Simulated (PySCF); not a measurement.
# How the numerical set-up moves the result for PdH4 (triplet)

Which parts of the numerical set-up matter for PdH4 (triplet)? Each run edits the base script.

Method: method and basis as typed in the scripts; program: PySCF 2.14.0.

1 further run of the same task is left out (for a known fault of the program).

## Step 1: Where the work starts

PdH4 (triplet): 5 atoms, charge 0, spin multiplicity 3.

Bond lengths: Pd1–H2 1.696 Å, Pd1–H3 1.696 Å, Pd1–H4 1.696 Å, Pd1–H5 1.696 Å. Angles: H2–Pd1–H3 146.7°, H2–Pd1–H4 180.0°, H2–Pd1–H5 33.3°, H3–Pd1–H4 33.3°, H3–Pd1–H5 180.0°, H4–Pd1–H5 146.7°.

Geometry (Å):

```xyz
5

Pd    0.00000    0.00000    0.00000
H     1.49260   -0.80610    0.00000
H    -0.80610    1.49260    0.00000
H    -1.49260    0.80610    0.00000
H     0.80610   -1.49260    0.00000
```

## Step 2: The run that the others are compared with

Contents of input.py:

```python
from pyscf import gto, dft

mol = gto.M(
    atom='Pd 0 0 0; H 1.4926 -0.8061 0; H -0.8061 1.4926 0; H -1.4926 0.8061 0; H 0.8061 -1.4926 0',
    basis='crenbl',
    ecp={'Pd': 'crenbl'},
    charge=0,
    spin=2,
    verbose=3,
)
mf = dft.UKS(mol, xc='pbesol')
mf.kernel()
g = mf.nuc_grad_method()
g.grid_response = True
g.kernel()
mf.dip_moment()
print('orbital energies (hartree):', [e[max(0, n-3):n+3].round(4) for e, n in zip(mf.mo_energy, mol.nelec)])
```

Launch:

```sh
$ OMP_NUM_THREADS=1 python input.py
```

Its log is not repeated here.

It gives: E(SCF) = -129.281868 Eh, ⟨S²⟩ = 2.001, μ = 0.00 D.

No search for the lowest state was made; open d or f shells can end in a higher solution. The triplet is typed in the script; nothing here shows that it is the ground state.

## Step 3: Def2-tzvp

Edit 1 changes basis set: crenbl → def2-tzvp. The core potential changes with it: totals don't compare.

Contents of input.py:

```python
from pyscf import gto, dft

mol = gto.M(
    atom='Pd 0 0 0; H 1.4926 -0.8061 0; H -0.8061 1.4926 0; H -1.4926 0.8061 0; H 0.8061 -1.4926 0',
    basis='def2-tzvp',
    ecp={'Pd': 'def2-tzvp'},
    charge=0,
    spin=2,
    verbose=3,
)
mf = dft.UKS(mol, xc='pbesol')
mf.kernel()
g = mf.nuc_grad_method()
g.grid_response = True
g.kernel()
mf.dip_moment()
print('orbital energies (hartree):', [e[max(0, n-3):n+3].round(4) for e, n in zip(mf.mo_energy, mol.nelec)])
```

Launch:

```sh
$ OMP_NUM_THREADS=1 python input.py
```

## Step 4: Def2-svpd

Edit 2 changes basis set: crenbl → def2-svpd. The core potential changes with it: totals don't compare.

Edit input.py of step 2 so:

```diff
@@ -4,4 +4,4 @@
     atom='Pd 0 0 0; H 1.4926 -0.8061 0; H -0.8061 1.4926 0; H -1.4926 0.8061 0; H 0.8061 -1.4926 0',
-    basis='crenbl',
-    ecp={'Pd': 'crenbl'},
+    basis='def2-svpd',
+    ecp={'Pd': 'def2-svpd'},
     charge=0,
```

Q: Predict the outcome of this session. Wanted: for each run, E(SCF); from base; SCF dipole.

As calculated:

```
      run  E(SCF) (hartree)  from base (eV)  SCF dipole (D)  functions
     base       -129.281868               0            0.00         56
def2-tzvp       -129.978970  not comparable            0.00         64
def2-svpd       -129.944292  not comparable            0.00         66
```

In words: Total energies from different bases, Hamiltonians or methods carry different errors, so properties are taken as differences within one set-up.
